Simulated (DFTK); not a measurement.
Runs of DFTK 0.8.2 on HPbNO4. The typed cell holds 7 atoms: a = 3.858 Å, b = 5.535 Å, c = 6.055 Å, α = 106.62°, β = 93.97°, γ = 90.45°. The cell was built by a generator and needn't be a form met in nature.

```csv
task,level,potentials or basis,cell,k mesh,cutoff (eV),smearing,gap on the mesh (eV),pressure (GPa),largest force (eV/Å)
single point,PBE,dojo.nc.sr.pbe.v0_4_1.standard.upf (PBE),as given,5 × 3 × 3,1143,cold 0.1 eV,3.19,0.0,0.21
single point,PBE,dojo.nc.sr.pbe.v0_4_1.standard.upf (PBE),as given,5 × 3 × 3,1143,methfessel-paxton order 2 0.1 eV,3.19,0.0,0.21
single point,PBE,dojo.nc.sr.pbe.v0_4_1.standard.upf (PBE),as given,5 × 3 × 3,1143,fermi-dirac 0.1 eV,3.19,0.0,0.21
band structure,PBEsol,SPMS 1.0 (PBE),as given,5 × 4 × 4,1225,fermi-dirac 0.05 eV,(a),-2.1,0.30
single point,PBE,dojo.nc.sr.pbe.v0_4_1.standard.upf (PBE),as given,5 × 3 × 3,1143,gaussian 0.1 eV,3.19,0.0,0.21
single point,PBE,dojo.nc.sr.pbe.v0_4_1.standard.upf (PBE),"atoms moved at random, drawn with an rms of 0.05 Å",7 × 5 × 5,1143,fermi-dirac 0.05 eV,3.21,0.6,3.58
single point,PBE,dojo.nc.sr.pbe.v0_4_1.standard.upf (PBE),as given,5 × 3 × 3,1143,methfessel-paxton order 1 0.1 eV,3.19,0.0,0.21
```

Alike in all rows: no spin polarisation.

Question: Fill in the values left out.

Answer: (a) 3.12.

Caveats: spin-orbit coupling is left out, which as a rule narrows the gap of such compounds by several tenths of an eV; an odd mesh through Γ misses points on the zone boundary, where band edges often lie (some runs); the potentials were made for another functional, which shifts forces and pressure (some runs).

A k mesh can miss the band edges, and the runs leave out spin-orbit coupling on Pb.
